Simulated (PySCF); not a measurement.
# RhO₂⁺: quintet, from a PBE0 minimum start

Aim: relax RhO₂⁺ as a quintet from a PBE0 minimum start, check by its vibrations whether the end is a minimum, and collect its spectrum and constants.

Program: PySCF 2.14.0. Level of theory: B3LYP, basis Rh def2-TZVP with ECP28, O def2-TZVP, scalar-relativistic core potentials, no spin–orbit coupling, density fitting. These are calculated values, not measurements.

## Step 1: Starting geometry

3 atoms, charge 1, spin multiplicity 5.

Bond lengths: Rh1–O3 2.447 Å, O2–O3 1.193 Å. Angles: Rh1–O3–O2 132.9°.

Coordinates in bohr (charge 1 multiplicity 5):
```
Rh   -0.1310    0.0000   -1.2859
O     1.2144    0.0000    4.9464
O    -0.3596    0.0000    3.3328
```

## Step 2: Finding the electronic state

The steps below are one call of a driver around PySCF. For each, scf.py gives the equivalent set-up of the SCF; relaxations use the driver's own optimiser. After this first run the driver tries any further starts and a stability analysis.

scf.py

```python
from pyscf import gto, scf, dft
mol = gto.M(atom='''
Rh    -0.069340     0.000000    -0.680450
O      0.642650    -0.000000     2.617520
O     -0.190290    -0.000000     1.763620''',
    basis={'Rh': 'def2-TZVP', 'O': 'def2-TZVP'},
    ecp={'Rh': 'def2-TZVP'},
    charge=1, spin=4)
mf = dft.UKS(mol, xc='B3LYP')
mf.grids.atom_grid = (50, 194)
aux = {'Rh': 'def2-universal-JKFIT', 'O': 'def2-universal-JKFIT'}
mf = mf.density_fit(auxbasis=aux)
mf.conv_tol = 1e-08
mf.diis_space = 10
mf.max_cycle = 60
mf.init_guess = 'minao'
mf.verbose = 4
mf.kernel()
```

Run with:

```bash
$ OMP_NUM_THREADS=4 python axn.py task.json out
```

Further steps of the session: Relaxing the quintet from the PBE0 minimum start; Vibrations and properties at this point.

Q: Predict the outcome of this session. Wanted: minimum; geometry; wavenumbers; dipole moment; highest occupied, lowest empty level; polar-tensor charge of Rh1; zero-point energy; ⟨S²⟩.

As calculated:

| quantity | value |
| --- | --- |
| minimum | quintet, Cs |
| geometry | O–O 1.205 Å, Rh–O 2.212 Å; O–O–Rh 149.9° |
| wavenumbers (cm⁻¹) | 111 (a'), 188 (a'), 1598 (a') |
| dipole moment (centre of mass) | 1.63 D |
| highest occupied, lowest empty level (either spin) | -13.94, -10.19 eV |
| polar-tensor charge of Rh1 | +0.89 e |
| zero-point energy | 11.4 kJ/mol |
| entropy at 298.15 K | 301.2 J/(mol K) |
| ⟨S²⟩ | 6.011 |

In words: The molecule stays Cs, as typed, and the end point is a minimum. The strongest infrared band lies at 1598 cm⁻¹ (a'). Most of the spin sits on Rh1 (Mulliken spin 2.05, against 4 for the whole molecule). Only this shape and spin were tried, so other structures or states may lie lower. One determinant may miss the lowest occupation of an open d or f shell.
